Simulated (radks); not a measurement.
**The first electron to leave La⁶⁺**

Aim: remove one electron from each of the outer sub-shells of La⁶⁺ ([Kr] 4d10 5s2 5p3) in turn, let the ion relax, and find the cheapest removal. The parent's configuration is the lowest that an earlier search found at this level.

The numbers are computed with radks (a radial shooting solver on a logarithmic mesh, Libxc functionals) version 1 (scalar-relativistic Kohn-Sham, PBE, spin-polarised, spherical densities, finite nucleus; open shells are filled with parallel spins first), except any that are marked as measured or tabulated.

8 further runs of the same task are left out: 2 that didn't finish, 6 set aside as unsound or not needed.

### 1 The atom as given

* element: lanthanum (Z = 57)
* charge: +6
* electrons: 51
* configuration: [Kr] 4d10 5s2 5p3
* nuclear rms radius: 4.855 fm

The outer shells:

La⁶⁺
```
[Kr] core
4d [↑↓][↑↓][↑↓][↑↓][↑↓]
5s [↑↓]
5p [↑ ][↑ ][↑ ]
```

### 2 The parent, La⁶⁺

The parent was computed earlier with the same settings: E = -8484.691722 hartree. Its outer levels (eV):

```
  level  occupation  energy (eV)
  4p up           3      -269.15
4p down           3      -268.67
  4d up           5      -172.75
4d down           5      -172.10
  5s up           1      -103.26
5s down           1      -99.806
  5p up           3      -84.529
5p down           0      -80.964
```

### 3 Remove 5p: [Kr] 4d10 5s2 5p2

The run's settings:

```text
Z 57
configuration [Kr] 4d10 5s2 5p2
relativity scalar-relativistic
functional pbe,pbe
spin polarised
nucleus finite rms 4.855 fm
c 137.035999084
```

### 4 Remove 5s: [Kr] 4d10 5s1 5p3

The run's settings:

```text
Z 57
configuration [Kr] 4d10 5s1 5p3
relativity scalar-relativistic
functional pbe,pbe
spin polarised
nucleus finite rms 4.855 fm
c 137.035999084
```

### 5 Remove 4d: [Kr] 4d9 5s2 5p3

The run's settings:

```text
Z 57
configuration [Kr] 4d9 5s2 5p3
relativity scalar-relativistic
functional pbe,pbe
spin polarised
nucleus finite rms 4.855 fm
c 137.035999084
```

### 6 Remove 4p: [Ar] 3d10 4s2 4p5 4d10 5s2 5p3

The run's settings:

```text
Z 57
configuration [Ar] 3d10 4s2 4p5 4d10 5s2 5p3
relativity scalar-relativistic
functional pbe,pbe
spin polarised
nucleus finite rms 4.855 fm
c 137.035999084
```

What does the calculation give? Wanted: for each run, case; final configuration; Δ-SCF; −ε of the level emptied.

**Answer**, as computed:

```
     case             final configuration  Δ-SCF (eV)  −ε of the level emptied (eV)
remove 5p               [Kr] 4d10 5s2 5p2      91.151                        84.529
remove 5s               [Kr] 4d10 5s1 5p3      106.80                        99.806
remove 4d                [Kr] 4d9 5s2 5p3      184.32                        172.10
remove 4p  [Ar] 3d10 4s2 4p5 4d10 5s2 5p3      281.63                        268.67
```

The 5p electron leaves first, at 91.151 eV; the next cheapest, 5s, costs 106.80 eV. 5p is also the highest occupied level of the parent. NIST lists 88 eV (theoretical), between the same two configurations. Open shells are spherical and high-spin; term and fine-structure splittings are not resolved. Spin-orbit splitting is averaged out at the scalar-relativistic level.
